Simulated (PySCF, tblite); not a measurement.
**C3H8ClGeSi radical: geometry, infrared bands and EPR parameters**

Wanted: the infrared bands and EPR parameters of C3H8ClGeSi radical (`ClC[SiH2]/[C]=[CH]\[GeH3]`), by calculation.

The runs use tblite 0.8.0 and PySCF 2.14.0, with density-fitted response routines of our own; the level of theory stands in each step. All values are computed, except where a source is named. Atoms count from 0, in the outputs and in this text.

### 1 The starting structure

14 atoms, charge 0, multiplicity 2; geometry from: force field or distance geometry start.

Bonds of the start (Å): Cl0–C1 1.79, C1–Si2 1.88, Si2–C3 1.81, C3–C4 1.35, C4–Ge5 1.91, C1–H6 1.10, C1–H7 1.10, Si2–H8 1.47, Si2–H9 1.46, C4–H10 1.10, Ge5–H11 1.57, Ge5–H12 1.55, Ge5–H13 1.55.

### 2 Geometry optimisation with GFN2-xTB

What the job is given:

```
{"job": {"kind": "relax", "xc": "GFN2-xTB", "basis": "xTB"}, "charge": 0, "multiplicity": 2}
Cl    -1.732100    -1.027100     1.914700
C     -2.277300    -0.358200     0.351300
Si    -0.929000     0.687400    -0.447100
C      0.160600    -0.274500    -1.524700
C      1.429800    -0.602600    -1.209600
Ge     2.129900     0.016200     0.456800
H     -3.162500     0.255300     0.569500
H     -2.564500    -1.182100    -0.315400
H     -1.560900     1.732400    -1.273300
H     -0.248500     1.385100     0.643800
H      2.049500    -1.191700    -1.895200
H      1.206900    -0.640900     1.538700
H      1.877400     1.546200     0.521700
H      3.620000    -0.346000     0.646700
```

Launch:

```console
$ OMP_NUM_THREADS=1 python probes_run.py task.json out
```

This one command runs all jobs of the session in turn.

Log:

```text
step      E/eV     max force
  0    -504.78675    3.333
  1    -504.92934    2.560
  2    -505.00092    0.593
  3    -505.02973    0.498
  4    -505.07212    0.666
  5    -505.08931    0.638
  6    -505.12923    0.471
  7    -505.14338    0.443
  8    -505.16078    0.510
  9    -505.18097    0.710
 10    -505.21472    0.786
 11    -505.24667    0.630
 12    -505.26934    0.359
 13    -505.28308    0.312
 14    -505.29263    0.364
 15    -505.30321    0.404
 16    -505.31749    0.429
 17    -505.33006    0.272
 18    -505.33902    0.295
 19    -505.34898    0.322
 20    -505.36084    0.388
 21    -505.37326    0.370
 22    -505.38245    0.245
 23    -505.38677    0.196
 24    -505.38968    0.190
 25    -505.39439    0.307
 26    -505.40061    0.343
 27    -505.40579    0.231
 28    -505.40858    0.161
 29    -505.41017    0.108
 30    -505.41121    0.081
 31    -505.41241    0.099
 32    -505.41337    0.083
 33    -505.41389    0.047
 34    -505.41411    0.033
 35    -505.41426    0.032
 36    -505.41445    0.052
 37    -505.41470    0.064
 38    -505.41498    0.055
 39    -505.41520    0.032
 40    -505.41532    0.028
 41    -505.41541    0.033
 42    -505.41554    0.045
 43    -505.41574    0.045
 44    -505.41599    0.054
 45    -505.41621    0.049
 46    -505.41637    0.036
 47    -505.41650    0.034
 48    -505.41666    0.037
 49    -505.41688    0.049
 50    -505.41711    0.047
 51    -505.41732    0.032
 52    -505.41749    0.039
 53    -505.41768    0.049
 54    -505.41795    0.066
 55    -505.41836    0.084
 56    -505.41900    0.085
 57    -505.41994    0.098
 58    -505.42136    0.141
 59    -505.42329    0.167
 60    -505.42542    0.123
 61    -505.42711    0.101
 62    -505.42794    0.077
 63    -505.42837    0.064
 64    -505.42893    0.063
 65    -505.42966    0.066
 66    -505.43025    0.041
 67    -505.43046    0.032
 68    -505.43057    0.025
 69    -505.43065    0.023
 70    -505.43078    0.032
 71    -505.43096    0.035
 72    -505.43116    0.031
 73    -505.43134    0.027
 74    -505.43149    0.028
 75    -505.43167    0.037
 76    -505.43197    0.045
 77    -505.43244    0.046
 78    -505.43302    0.055
 79    -505.43351    0.050
 80    -505.43389    0.046
 81    -505.43434    0.051
 82    -505.43517    0.067
 83    -505.43668    0.104
 84    -505.43898    0.142
 85    -505.44236    0.152
 86    -505.44818    0.192
 87    -505.45633    0.270
 88    -505.45386    0.455
 89    -505.45478    0.475
 90    -505.47017    0.480
 91    -505.49356    0.284
 92    -505.50183    0.297
 93    -505.50200    0.362
 94    -505.50505    0.514
 95    -505.51177    0.374
 96    -505.52443    0.159
 97    -505.52674    0.193
 98    -505.53016    0.149
 99    -505.53583    0.138
100    -505.53811    0.089
101    -505.53965    0.088
102    -505.54052    0.048
103    -505.54116    0.043
104    -505.54174    0.048
105    -505.54224    0.041
106    -505.54253    0.052
107    -505.54279    0.040
108    -505.54309    0.044
109    -505.54346    0.052
110    -505.54405    0.069
111    -505.54500    0.100
112    -505.54618    0.097
113    -505.54708    0.060
114    -505.54749    0.050
115    -505.54774    0.045
116    -505.54808    0.048
117    -505.54863    0.060
118    -505.54930    0.066
119    -505.54995    0.074
120    -505.55052    0.065
121    -505.55110    0.056
122    -505.55172    0.072
123    -505.55240    0.102
124    -505.55317    0.106
125    -505.55396    0.073
126    -505.55472    0.061
127    -505.55536    0.071
128    -505.55605    0.082
129    -505.55695    0.085
130    -505.55804    0.060
131    -505.55868    0.050
132    -505.55912    0.044
133    -505.55935    0.030
134    -505.55952    0.024
135    -505.55964    0.020
136    -505.55974    0.019
137    -505.55980    0.017
138    -505.55984    0.014
139    -505.55986    0.015
140    -505.55989    0.011
141    -505.55991    0.009
```

It took 1.2 s on 1 thread of Arm Neoverse V1, shared host.

Along the way: (not every step is listed)

```tsv
step	energy from step 0 (eV)	largest force (eV/Å)
0	0.0000	3.3330
1	-0.1426	2.5598
2	-0.2142	0.5929
3	-0.2430	0.4976
4	-0.2854	0.6660
5	-0.3026	0.6382
6	-0.3425	0.4709
7	-0.3566	0.4428
8	-0.3740	0.5099
20	-0.5741	0.3884
32	-0.6266	0.0826
44	-0.6292	0.0543
56	-0.6322	0.0853
68	-0.6438	0.0253
80	-0.6471	0.0463
92	-0.7151	0.2966
104	-0.7550	0.0484
116	-0.7613	0.0475
128	-0.7693	0.0825
136	-0.7730	0.0186
137	-0.7731	0.0170
138	-0.7731	0.0140
139	-0.7731	0.0147
140	-0.7731	0.0114
141	-0.7732	0.0095
```

Distances of close pairs at the start and the end, largest changes first:

```tsv
bond	before (Å)	after (Å)	change (Å)
C4–Ge5	1.910	1.999	+0.089
Ge5–H11	1.567	1.498	-0.069
C3–C4	1.348	1.286	-0.062
Ge5–H12	1.552	1.493	-0.059
C1–Si2	1.884	1.926	+0.042
Ge5–H13	1.545	1.512	-0.033
Si2–C3	1.809	1.831	+0.021
C1–H6	1.099	1.087	-0.012
```

The next job starts from the end point, and lists it.

### 3 Infrared spectrum with GFN2-xTB

What the job is given:

```
{"job": {"kind": "ir", "xc": "GFN2-xTB", "basis": "xTB"}, "charge": 0, "multiplicity": 2}
Cl    -0.817452    -0.659130     1.619220
C     -2.054596    -0.194778     0.425795
Si    -1.307794     1.029979    -0.858924
C      0.182789     0.135739    -1.433363
C      1.280131    -0.430350    -1.072882
Ge     2.139541    -0.368189     0.731166
H     -2.884659     0.231666     0.982550
H     -2.390163    -1.116121    -0.043192
H     -2.287261     1.171236    -1.942551
H     -1.090142     2.310000    -0.174615
H      1.887419    -1.024262    -1.750465
H      1.960930    -1.644222     1.495063
H      1.759815     0.818884     1.553972
H      3.620765    -0.260926     0.446060
```

Log:

```text
mode    cm-1     km/mol
  1      43.9      1.16
  2      78.3      3.90
  3      98.5      4.07
  4     120.0      0.41
  5     205.1      0.98
  6     250.9      1.92
  7     295.1      6.52
  8     338.7     23.07
  9     421.6     19.24
 10     468.4     64.72
 11     480.2     64.44
 12     512.3      7.24
 13     537.9     61.73
 14     610.7     16.01
 15     671.5     18.15
 16     697.4    174.21
 17     712.0     17.07
 18     734.4    330.16
 19     751.0     80.00
 20     771.0    243.92
 21     796.9    261.96
 22     844.7    150.54
 23     881.4    108.59
 24    1084.9     53.48
 25    1099.3     10.55
 26    1187.9      0.49
 27    1435.7      5.13
 28    1766.8      2.64
 29    1895.4    228.77
 30    1993.6    468.34
 31    2058.2    394.58
 32    2203.7    362.42
 33    2224.9    264.92
 34    2929.6     22.62
 35    3003.5      3.66
 36    3004.3     11.47
```

Wall time 0.56 s (1 thread of Arm Neoverse V1, shared host).

The strongest bands and the atoms that carry them (share of the mass-weighted mode):

```tsv
cm⁻¹	km/mol	atoms
734	330.2	H11 28 %, H12 26 %, H13 20 %
771	243.9	H9 33 %, H8 25 %, Si2 14 %
797	262.0	H8 26 %, H9 21 %, Si2 19 %
1895	228.8	H13 76 %, H11 13 %
1994	468.3	H11 60 %, H13 22 %, H12 16 %
2058	394.6	H12 72 %, H11 25 %
2204	362.4	H9 71 %, H8 25 %
2225	264.9	H8 72 %, H9 26 %
```

### 4 g tensor and hyperfine couplings: B3LYP/def2-TZVP-core+pcH-1

Same as in step 3 but for these lines:

```diff
@@ -1,2 +1,2 @@
-{"job": {"kind": "ir", "xc": "GFN2-xTB", "basis": "xTB"}, "charge": 0, "multiplicity": 2}
+{"job": {"kind": "epr", "basis": "pcH-1"}, "charge": 0, "multiplicity": 2}
 Cl    -0.817452    -0.659130     1.619220
```

Level: UKS B3LYP, def2-TZVP-core on Ge, pcH-1 on C Cl H Si, non-relativistic, mean-field spin-orbit, GIAO.

Log:

```text
UKS, coarse grid
  cycle   1  E = -2945.71955904  |g| = 1.34e+00
  cycle   2  E = -2945.67558275  |g| = 8.90e-01
  cycle   3  E = -2945.78099789  |g| = 3.72e-01
  cycle   4  E = -2945.81053080  |g| = 6.62e-02
  cycle   5  E = -2945.81267444  |g| = 2.65e-02
  cycle   6  E = -2945.81302314  |g| = 7.84e-03
  cycle   7  E = -2945.81306220  |g| = 2.29e-03
  cycle   8  E = -2945.81307316  |g| = 1.32e-03
  cycle   9  E = -2945.81307531  |g| = 6.32e-04
UKS, final grid
  cycle   1  E = -2945.81301846  |g| = 4.75e-04
  cycle   2  E = -2945.81301866  |g| = 5.59e-04
  cycle   3  E = -2945.81301884  |g| = 1.64e-04
  cycle   4  E = -2945.81301893  |g| = 1.29e-04
  cycle   5  E = -2945.81301896  |g| = 5.64e-05
  cycle   6  E = -2945.81301896  |g| = 3.32e-05
  cycle   7  E = -2945.81301896  |g| = 2.57e-06
E = -2945.81301896 Eh   <S^2> = 0.7579 (exact 0.7500)
g shifts (ppm)      1          2          3
  rmc          -148       -148       -148
  gc              8          8         26
  oz_so        -281        389       1845
  total        -421        249       1723
hyperfine (MHz)  atom isotope    a_iso     a_fc   dipolar eigenvalues
    0  35Cl       0.22       0.23     -0.18      0.01      0.17
    1   13C      10.89      10.90     -1.89     -1.71      3.60
    2  29Si     -25.06     -25.07    -10.88      4.37      6.51
    3   13C     162.85     162.98    -71.90    -56.10    128.00
    4   13C     -47.03     -47.03    -15.14      2.24     12.90
    5  73Ge     -68.50     -69.19    -13.00      6.39      6.61
    6    1H       3.90       3.91     -1.75     -0.86      2.61
    7    1H      -1.37      -1.37     -2.44     -1.22      3.66
    8    1H      30.56      30.56     -3.44     -2.24      5.68
    9    1H      42.08      42.08     -3.06     -2.04      5.10
   10    1H     172.48     172.49     -5.33     -4.24      9.56
   11    1H       8.89       8.87     -2.15     -0.45      2.59
   12    1H       0.94       0.92     -2.70     -0.68      3.38
   13    1H      15.78      15.75     -2.13     -0.38      2.51
```

Wall time 4.5 min (1 thread of Arm Neoverse V1, shared host); peak memory 1.3 GiB.

Principal g values 2.00190, 2.00257, 2.00404; g(iso) = 2.00284, against 2.00232 for a free electron.

Hyperfine couplings; where a row names several nuclei, a(iso) is their mean (it holds for fast rotation or exchange) and the dipolar term the largest among them:

```tsv
nuclei	isotope	a(iso) (MHz)	a(iso) (G, at g = 2.0023)	largest dipolar term (MHz)
H10	1H	172.5	61.5	9.6
C3	13C	162.8	58.1	128.0
Ge5	73Ge	-68.5	-24.4	-13.0
C4	13C	-47.0	-16.8	-15.1
H8, H9	1H	36.3	13.0	5.7
Si2	29Si	-25.1	-8.9	-10.9
C1	13C	10.9	3.9	3.6
H11, H12, H13	1H	8.5	3.0	3.4
H6, H7	1H	1.3	0.5	3.7
Cl0	35Cl	0.2	0.1	-0.2
```

Mulliken spin populations:

Cl0 0.00; C1 0.01; Si2 0.01; C3 0.88; C4 -0.16; Ge5 0.13; H6 0.00; H7 0.00; H8 0.01; H9 0.03; H10 0.07; H11 0.01; H12 0.00; H13 0.01

In first order the couplings over 0.8 MHz of 1H give 72 distinct lines over 97.5 G, if the averaged nuclei exchange fast.

Orbitals, density, ELF and potential are computed afterwards from the orbital file.

ELF in a plane through or near 5 of the atoms.

Ten even steps from ' ' (0.00) to '@' (1.00):
```
                                                        
                                                        
                            ..                          
                      ..::==**==    ..##%%**..          
                  ..::::==**##**::  ++@@@@@@##..        
                  --==++####%%%%==::%%@@@@@@@@--        
        ::..      ++****%%==--%%**--@@@@@@@@@@==        
      --####==    ++++::%%==::@@**..++@@@@@@%%::        
      %%@@@@@@++--##%%##****####::  ..====::            
    ..%%@@@@@@++..::**##==::::::==**%%--                
      **@@@@%%::--==..==..    ..**@@@@==..              
      ::====--::::--....  --==::**--::**++--            
            --##%%**==  ==%%##**%%====@@@@@@==          
          ..**@@@@@@==  **%%##--##++**@@@@@@++          
          ..**@@@@%%..  ++##++::##--..%%@@%%::          
            --##%%==    --**%%%%%%==  ..--::            
              ::--      ..++%%%%##==                    
                          ..==++==..                    
                            ......                      
                                                        
```
The map spans 12.4 Å across and 8.9 Å up, centred on the molecule. Atoms in the plane (x, y in Å): Cl0 (0.4, -1.9), C1 (1.9, -0.9), C3 (0.0, 1.4), H6 (2.7, -1.4), H8 (2.7, 1.7).

log10 of the density (e/Å³) in the same plane.

Values, 10 rows by 14 columns:
```
-4.0 -4.0 -4.0 -4.0 -4.0 -4.0 -4.0 -4.0 -4.0 -4.0 -4.0 -4.0 -4.0 -4.0
-4.0 -4.0 -4.0 -4.0 -3.5 -2.9 -2.5 -2.4 -2.7 -2.8 -2.8 -3.3 -4.0 -4.0
-4.0 -4.0 -3.6 -3.1 -2.2 -1.4 -1.1 -0.9 -1.4 -1.4 -1.2 -2.2 -3.3 -4.0
-4.0 -3.5 -2.5 -2.1 -1.4 -0.3  0.1  0.3 -0.4 -0.4 -0.3 -1.7 -3.0 -4.0
-4.0 -2.8 -1.4 -0.8 -0.6  0.0 -0.1 -0.2 -0.3 -0.4 -1.1 -2.2 -3.3 -4.0
-4.0 -2.7 -1.3 -0.5  0.6 -0.1 -1.0 -1.1 -0.3  0.1 -1.1 -2.3 -3.6 -4.0
-4.0 -3.3 -2.1 -1.1 -0.1 -0.6 -0.7  0.2  0.1  0.3 -0.3 -1.8 -3.5 -4.0
-4.0 -4.0 -2.7 -1.7 -0.9 -1.3 -0.7  1.2  0.1 -0.9 -1.1 -2.2 -3.7 -4.0
-4.0 -4.0 -3.5 -2.7 -2.2 -2.3 -1.5 -0.5 -0.8 -1.8 -2.6 -3.3 -4.0 -4.0
-4.0 -4.0 -4.0 -4.0 -3.8 -3.7 -2.9 -2.2 -2.4 -3.2 -4.0 -4.0 -4.0 -4.0
```
The map spans 12.4 Å across and 8.9 Å up, centred on the molecule. Atoms in the plane (x, y in Å): Cl0 (0.4, -1.9), C1 (1.9, -0.9), C3 (0.0, 1.4), H6 (2.7, -1.4), H8 (2.7, 1.7).

On the surface of density 0.002 e/bohr³ the electrostatic potential runs, from the 1st to the 99th percentile, from -0.59 V near Cl0 to 1.23 V near H9.

The spin density lies nearest to C3 65 %; C4 8 % (beta excess); Ge5 7 %; H10 6 %.

### 5 Summary of results

```
                                 quantity                  value
strongest single infrared mode (GFN2-xTB)  1994 cm⁻¹, 468 km/mol
             zero-point energy (GFN2-xTB)          53.2 kcal/mol
                           g(iso) (B3LYP)                2.00284
                                     ⟨S²⟩     0.758 (exact 0.75)
       largest a(iso) (averaged by class)   1H on H10, 172.5 MHz
    surface potential, 1st and 99th percentile     -0.59 V and 1.23 V
```

What this shows: The optimisation took 141 steps and gained 0.773 eV; among the close pairs (by a distance rule), C4–Ge5 changed most, from 1.910 to 1.999 Å. All 36 modes are real, so the xTB geometry is a minimum. The strongest single mode, at 1994 cm⁻¹, moves mainly H11. Unscaled tight-binding wavenumbers are off by several per cent, some by more. Its intensities can rank the bands wrongly. C3 carries the largest spin population, 0.88 e. The isotropic g lies 0.5 ppt above the free-electron value. The hyperfine terms hold no scalar relativity, which the heavier nuclei need.
